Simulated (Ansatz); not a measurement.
# CdH₈N₂Si₂: up Jacob's ladder to CCSD(T)

One table from this session's results is given with a row withheld; the runs are named, their logs left out.

Computed with Ansatz 0.2.0, Gaussian basis. Level: functionals in def2-TZVPP, the program's frozen cores in correlated methods.

Levels to be run: LDA (SPW92), PBE-D4, revPBE-D4, BLYP-D4, r2SCAN-D4, B97M-V, PBE0-D4, B3LYP-D4, r2SCANh-D4, r2SCAN0-D4, HSE06-D4, BHLYP-D4, CAM-B3LYP-D4, LC-ωPBE, ωB97X-V, ωB97M-V, B2PLYP, PBE-QIDH; CCSD(T)/def2-SVP; MP2/def2-TZVPP; MP2/def2-QZVPP; RPA on PBE.

## The geometry

An earlier PBE0-D4 in a triple-zeta def2 set relaxation fixed the geometry. Cd takes the def2 core potential; no spin-orbit term is included.

SMILES `[NH2][Cd][N]([SiH3])[SiH3]`, 13 atoms, charge 0, spin multiplicity 1.

Atoms are counted from 1 here; the program's logs count them from 0.

Bond lengths: N1–Cd2 2.001 Å, N1–H6 1.014 Å, N1–H7 1.013 Å, Cd2–N3 2.021 Å, N3–Si4 1.718 Å, N3–Si5 1.717 Å, Si4–H8 1.492 Å, Si4–H9 1.492 Å, Si4–H10 1.492 Å, Si5–H11 1.492 Å, Si5–H12 1.492 Å, Si5–H13 1.493 Å. Angles: Cd2–N1–H6 112.1°, Cd2–N1–H7 112.1°, H6–N1–H7 106.4°, N1–Cd2–N3 175.4°, Cd2–N3–Si4 118.2°, Cd2–N3–Si5 118.1°, Si4–N3–Si5 123.8°, N3–Si4–H8 108.9°, N3–Si4–H9 112.3°, N3–Si4–H10 112.5°, H8–Si4–H9 108.0°, H8–Si4–H10 107.9°, H9–Si4–H10 107.0°, N3–Si5–H11 112.6°, N3–Si5–H12 112.3°, N3–Si5–H13 108.9°, H11–Si5–H12 107.0°, H11–Si5–H13 107.8° and more.

Set-up of the first run:

in.yaml

```yaml
crystal:
  periodic: [false, false, false]
  atoms:
    - {symbol: N, position_ang: [-3.131173, 1.205201, 0.935648]}
    - {symbol: Cd, position_ang: [-1.312825, 0.558294, 0.408084]}
    - {symbol: N, position_ang: [0.456137, -0.238790, -0.158754]}
    - {symbol: Si, position_ang: [0.484604, -1.886137, -0.645459]}
    - {symbol: Si, position_ang: [1.846208, 0.768140, -0.116962]}
    - {symbol: H, position_ang: [-3.439572, 1.984413, 0.365645]}
    - {symbol: H, position_ang: [-3.158750, 1.524458, 1.897153]}
    - {symbol: H, position_ang: [-0.901643, -2.434163, -0.577180]}
    - {symbol: H, position_ang: [0.980019, -2.055015, -2.042372]}
    - {symbol: H, position_ang: [1.353160, -2.724992, 0.230729]}
    - {symbol: H, position_ang: [2.879217, 0.279908, 0.842337]}
    - {symbol: H, position_ang: [2.505816, 0.879674, -1.450239]}
    - {symbol: H, position_ang: [1.438791, 2.139020, 0.311380]}
basis:
  gaussian: {orbitals: def2-TZVPP}
hamiltonian: {xc: lda}
output: {orbitals: {seedname: orbitals}}
```

Launch:

```console
$ ansatz run in.yaml --threads 8 --pin off --events-out ev --progress --plain --max-ram 20889MiB
```

Steps of the session up to this table: LDA; PBE-D4 (GGA); revPBE-D4 (GGA); BLYP-D4 (GGA); r2SCAN-D4 (meta-GGA); B97M-V (meta-GGA); B3LYP-D4 (hybrid); r2SCANh-D4 (hybrid); r2SCAN0-D4 (hybrid); HSE06-D4 (hybrid); BHLYP-D4 (hybrid); CAM-B3LYP-D4 (range-separated); LC-ωPBE (range-separated); ωB97X-V (range-separated); ωB97M-V (range-separated); B2PLYP (double hybrid); PBE-QIDH (double hybrid).

One of the session's tables, all rows but one given; the rest of the session is left out.

It belongs to the step «Frontier levels by functional». 

```
  functional  HOMO (eV)  gap (eV)
 LDA (SPW92)      -6.11      3.79
      PBE-D4      -5.95      3.88
   revPBE-D4      -5.87      3.92
     BLYP-D4      -5.83      3.83
   r2SCAN-D4      -6.20      4.37
      B97M-V      -6.28      4.21
     PBE0-D4      -7.23      6.01
    B3LYP-D4      -7.02      5.53
  r2SCANh-D4      -6.69      5.17
  r2SCAN0-D4      -7.42      6.34
    HSE06-D4          ?         ?
    BHLYP-D4      -8.40      7.98
CAM-B3LYP-D4      -8.58      8.28
     LC-ωPBE      -9.92     10.85
     ωB97X-V      -9.59     10.30
     ωB97M-V      -9.50      9.94
```

Q: Estimate the row for HSE06-D4 from the others.

**Answer.** HOMO (eV): -6.83; gap (eV): 5.25. In the column «HOMO (eV)» it lies between B3LYP-D4 (-7.02) and r2SCANh-D4 (-6.69).
